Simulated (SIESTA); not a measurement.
## NbTe in SIESTA: the effect of basis

The system is NbTe.

```xyz
2
Lattice="3.7030 0.0000 0.0000 -1.8515 3.2069 0.0000 0.0000 0.0000 3.6942" Properties=species:S:1:pos:R:3 pbc="T T T"
Te    1.8515    1.0690    0.0000
Nb    0.0000    0.0000    1.8471
```

The cell comes from a database or a generator and needn't be the stable form of this composition.

Alike in all runs:

* Program: SIESTA 5.4.2
* Task: single point
* Functional: PBE
* Potentials or basis: PseudoDojo 0.4 standard (PBE files)
* Grid cutoff: 800 Ry
* Energy shift: 0.003 Ry
* k mesh: 8 × 8 × 7
* Occupations: fermi-dirac, width 0.05 eV
* Spin: no spin polarisation

```csv
basis,pressure (GPa)
SZ,8.7
SZP,?
DZ,1.8
DZP,2.1
DZDP,1.7
TZP,1.6
TZDP,1.4
```

Problem. What does the run with basis SZP give?

Solution. Pressure 2.9 GPa.

Caveats: the basis of atomic orbitals isn't converged, which shifts pressures, moduli and gaps; the basis has no polarisation orbitals (some runs).
